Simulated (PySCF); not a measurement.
# C2H5NSi (SMILES C[SiH2]C#N) at 6 levels

Wanted: a comparison of 6 runs (B3LYP/6-31G*, B3LYP/cc-pVDZ, M06-L/cc-pVDZ, TPSS/cc-pVDZ, r2SCAN/cc-pVDZ, wB97X/cc-pVDZ) of C2H5NSi. 

The results are computed with PySCF 2.14.0.

2 further runs of the same task are left out: 2 set aside as unsound or not needed.

## Step 1: Starting point

The species is C2H5NSi (9 atoms), meant as a singlet with charge 0. SMILES: `C[SiH2]C#N`. The shape is that of a PBE0-D4/def2-TZVP optimisation.

Bond lengths: C1–Si2 1.859 Å, Si2–C3 1.855 Å, C3–N4 1.152 Å, C1–H5 1.092 Å, C1–H6 1.092 Å, C1–H7 1.092 Å, Si2–H8 1.482 Å, Si2–H9 1.482 Å. Some angles: C1–Si2–C3 108.8°, Si2–C3–N4 178.8°, C1–Si2–H8 112.7°, C1–Si2–H9 112.7°, C3–Si2–H8 106.1°, C3–Si2–H9 106.1°, Si2–C1–H5 110.7°, Si2–C1–H6 110.7°, Si2–C1–H7 110.1°, H8–Si2–H9 110.0°.

## Step 2: A single-point energy at B3LYP/6-31G(d) (spherical functions) (run 1)

geometry.xyz

```xyz
9

C     -0.672000     0.931100    -0.497500
Si    -0.146800    -0.554600     0.488300
C      1.638300    -0.910100     0.129800
N      2.747300    -1.112400    -0.107600
H     -0.554100     0.746100    -1.566800
H     -0.072800     1.803400    -0.229800
H     -1.721900     1.160400    -0.300900
H     -0.893300    -1.779400     0.117000
H     -0.236400    -0.330800     1.950300
```

job.py

```python
from pyscf import gto, dft

mol = gto.Mole()
mol.atom = 'geometry.xyz'
mol.max_memory = 1860
mol.verbose = 4
mol.spin = 0
mol.basis = '6-31g*'
mol.build()

mf = dft.RKS(mol)
mf.xc = 'b3lyp'
mf.conv_tol = 1e-10
mf.grids.level = 5
mf.kernel()
if not mf.converged:
    mf = mf.newton().run(mf.mo_coeff, mf.mo_occ)

energy = mf.e_tot
print('Final energy', energy)
```

Started as:

```bash
$ OMP_NUM_THREADS=1 python job.py
```

Output:

```text
PySCF version 2.14.0

[... 77 lines left out ...]
converged SCF energy = -423.461360309362
Final energy -423.46136030936225
```

Wall time 14 s (1 thread of Intel Xeon at 2.70GHz, shared host); peak memory 0.36 GiB.

## Step 3: The energy at B3LYP/cc-pVDZ (run 2)

input.py

```python
from pyscf import gto, dft

system = gto.Mole()
system.atom = [
    ('C', (-0.672000, 0.931100, -0.497500)),
    ('Si', (-0.146800, -0.554600, 0.488300)),
    ('C', (1.638300, -0.910100, 0.129800)),
    ('N', (2.747300, -1.112400, -0.107600)),
    ('H', (-0.554100, 0.746100, -1.566800)),
    ('H', (-0.072800, 1.803400, -0.229800)),
    ('H', (-1.721900, 1.160400, -0.300900)),
    ('H', (-0.893300, -1.779400, 0.117000)),
    ('H', (-0.236400, -0.330800, 1.950300)),
]
system.charge = 0
system.basis = 'cc-pvdz'
system.max_memory = 1860
system.verbose = 3
system.build()

ks = dft.RKS(system)
ks.xc = 'b3lyp'
ks.grids.level = 5
ks.conv_tol = 1e-10
ks.kernel()
if not ks.converged:
    ks = ks.newton().run(ks.mo_coeff, ks.mo_occ)

e_tot = ks.e_tot
print('E = %.10f Eh' % e_tot)
```

Started as:

```bash
$ OMP_NUM_THREADS=1 python input.py
```

Output:

```text
converged SCF energy = -423.483953437047
E = -423.4839534370 Eh
```

It took 19 s on 1 thread of Intel Xeon at 2.70GHz, shared host; peak memory 0.43 GiB.

Runs 3 to 4 aren't shown in full; the table further down has their settings and results.

## Step 4: The energy at r2SCAN/cc-pVDZ (run 5)

run.py

```python
from pyscf import gto, dft

molecule = gto.M(
    atom='''
C   -0.672000   0.931100  -0.497500
Si  -0.146800  -0.554600   0.488300
C    1.638300  -0.910100   0.129800
N    2.747300  -1.112400  -0.107600
H   -0.554100   0.746100  -1.566800
H   -0.072800   1.803400  -0.229800
H   -1.721900   1.160400  -0.300900
H   -0.893300  -1.779400   0.117000
H   -0.236400  -0.330800   1.950300
''',
    basis='cc-pvdz',
    max_memory=1860,
    verbose=4,
    spin=0,
    charge=0,
)

mf = dft.RKS(molecule, xc='r2scan')
mf.grids.level = 5
mf.conv_tol = 1e-10
mf.kernel()
if not mf.converged:
    mf = mf.newton().run(mf.mo_coeff, mf.mo_occ)

energy = mf.e_tot
print('Final energy', energy)
```

Started as:

```bash
$ OMP_NUM_THREADS=1 python run.py
```

Output:

```text
PySCF version 2.14.0

[... 80 lines left out ...]
converged SCF energy = -423.354408061735
Final energy -423.35440806173517
```

Run time: 30 s. Hardware: 1 thread of Intel Xeon at 2.70GHz, shared host; peak memory 0.47 GiB.

## Step 5: The energy at wB97X/cc-pVDZ (run 6)

run.py, as its differences from that of step 4:

```diff
@@ -2,3 +2,3 @@
 
-molecule = gto.M(
+mol = gto.M(
     atom='''
@@ -14,6 +14,6 @@
 ''',
+    spin=0,
     basis='cc-pvdz',
+    verbose=4,
     max_memory=1860,
-    verbose=4,
-    spin=0,
     charge=0,
@@ -21,5 +21,6 @@
 
-mf = dft.RKS(molecule, xc='r2scan')
+mf = dft.RKS(mol)
+mf.xc = 'wb97x'
+mf.conv_tol = 1e-10
 mf.grids.level = 5
-mf.conv_tol = 1e-10
 mf.kernel()
@@ -29,2 +30,2 @@
 energy = mf.e_tot
-print('Final energy', energy)
+print(f'total energy: {energy:.8f} hartree')
```

Started as:

```bash
$ OMP_NUM_THREADS=1 python run.py
```

Output:

```text
PySCF version 2.14.0

[... 76 lines left out ...]
converged SCF energy = -423.420761309255
total energy: -423.42076131 hartree
```

Wall time 27 s (1 thread of Intel Xeon at 2.70GHz, shared host); peak memory 0.43 GiB.

## Step 6: Overview of the runs

```csv
run,level,energy (Eh),dipole moment (D),HOMO energy (eV),LUMO energy (eV),wall time
1,B3LYP/6-31G* (spherical functions),-423.461360,3.84,-9.02,-0.29,14 s
2,B3LYP/cc-pVDZ,-423.483953,3.77,-9.07,-0.32,19 s
3,M06-L/cc-pVDZ,-423.448889,3.87,-8.30,-0.77,34 s
4,TPSS/cc-pVDZ,-423.514763,3.72,-8.07,-0.91,31 s
5,r2SCAN/cc-pVDZ,-423.354408,3.82,-8.35,-0.90,30 s
6,wB97X/cc-pVDZ,-423.420761,3.81,-11.80,2.05,27 s
```

## Step 7: Outcome

```
            quantity          value
 run 6: total energy  -423.42076 Eh
run 6: dipole moment         3.81 D
  run 6: HOMO energy      -11.80 eV
  run 6: LUMO energy        2.05 eV
run 6: HOMO–LUMO gap       13.85 eV
```

**Reading.** The dipole moment (its size) runs from 3.72 D (TPSS/cc-pVDZ) to 3.87 D (M06-L/cc-pVDZ). The HOMO–LUMO gap runs from 7.16 eV (TPSS/cc-pVDZ) to 13.85 eV (wB97X/cc-pVDZ). Totals of different functionals can't be ranked against each other. All runs together took 2.6 min, the longest 34 s.
